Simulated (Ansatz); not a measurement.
Ca3GeN, space group Pm-3m, an equation of state with a fit

With the Python package of Ansatz (0.2.0).

Notebook, run cell by cell (the value of a cell's last expression is shown):

```python
import ansatz as az
import numpy as np
from scipy.optimize import curve_fit
```

```python
VECTORS = np.array([
    [4.7573, 0.0, 0.0],
    [0.0, 4.7573, 0.0],
    [0.0, 0.0, 4.7573],
])
SITES = [
    ("Ca", (0.0, 0.5, 0.5)),
    ("Ca", (0.5, 0.0, 0.5)),
    ("Ca", (0.5, 0.5, 0.0)),
    ("Ge", (0.0, 0.0, 0.0)),
    ("N", (0.5, 0.5, 0.5)),
]
```

```python
def on_lattice(cell):
    crystal = az.Crystal(lattice=az.Lattice.of(cell))
    for symbol, position in SITES:
        crystal = crystal.atom(symbol, position)
    return crystal
```

```python
def vinet(v, e0, v0, b0, b1):
    eta = (v / v0) ** (1 / 3)
    return e0 + 2 * b0 * v0 / (b1 - 1) ** 2 * (2 - (5 + 3 * b1 * (eta - 1) - 3 * eta) * np.exp(-1.5 * (b1 - 1) * (eta - 1)))
```

```python
# uniform scaling of the cell
volumes, energies = [], []
for scale in np.linspace(0.92, 1.08, 7):
    cell = VECTORS * scale ** (1 / 3)
    calculation = (
        on_lattice(cell).calculation()
        .functional("r2scan")
        .basis(500)
        .occupations("fermi_dirac", width=0.1)
        .kpoints(5, 5, 5)
    )
    r = calculation.run(threads=1, pin="off").report
    volumes.append(abs(np.linalg.det(cell)) / len(SITES))
    energies.append(r["free_energy_ev"] / len(SITES))
    print(f"V = {volumes[-1]:8.4f} A^3/atom  F = {energies[-1]:.5f} eV/atom")
```

    V =  19.8107 A^3/atom  F = -2031.37606 eV/atom
    V =  20.3849 A^3/atom  F = -2031.40024 eV/atom
    V =  20.9591 A^3/atom  F = -2031.41608 eV/atom
    V =  21.5334 A^3/atom  F = -2031.42465 eV/atom
    V =  22.1076 A^3/atom  F = -2031.42687 eV/atom
    V =  22.6818 A^3/atom  F = -2031.42351 eV/atom
    V =  23.2560 A^3/atom  F = -2031.41527 eV/atom

```python
guess = (min(energies), volumes[int(np.argmin(energies))], 0.5, 4.5)
(e0, v0, b0, b1), _ = curve_fit(vinet, np.array(volumes), np.array(energies), p0=guess, maxfev=20000)
print(f"Vinet fit: V0 = {v0:.4f} A^3/atom, B0 = {160.21766 * b0:.1f} GPa, B1 = {b1:.2f}")
print("largest residual", round(1000 * float(np.abs(vinet(np.array(volumes), e0, v0, b0, b1) - energies).max()), 3), "meV/atom")
```

    Vinet fit: V0 = 22.0359 A^3/atom, B0 = 60.6 GPa, B1 = 4.13
    largest residual 0.006 meV/atom

A third-order Birch-Murnaghan fit through the 7 points (the script's own form differs a little) has its minimum at 22.04 Å³ an atom, 2.3 % above the typed cell, with a bulk modulus of 61 GPa and dB/dP = 4.1. From that minimum the energy rises by 50.8 meV an atom on the compressed side and 11.6 meV on the expanded side.

Caveats:
- Total energies depend on the potentials; only differences at equal settings carry meaning.
- For a metal this k-point mesh is coarse: on a finer one energies can move by several to tens of meV an atom and pressures by half a GPa or more, differences at one mesh by less.
- The starting cell is as deposited in a crystallographic database; the results hold for this polymorph, which needn't be the stable one.
- Finished in 35 s on 1 thread of Arm Neoverse V1, with other jobs on the host, peak memory 0.62 GiB.
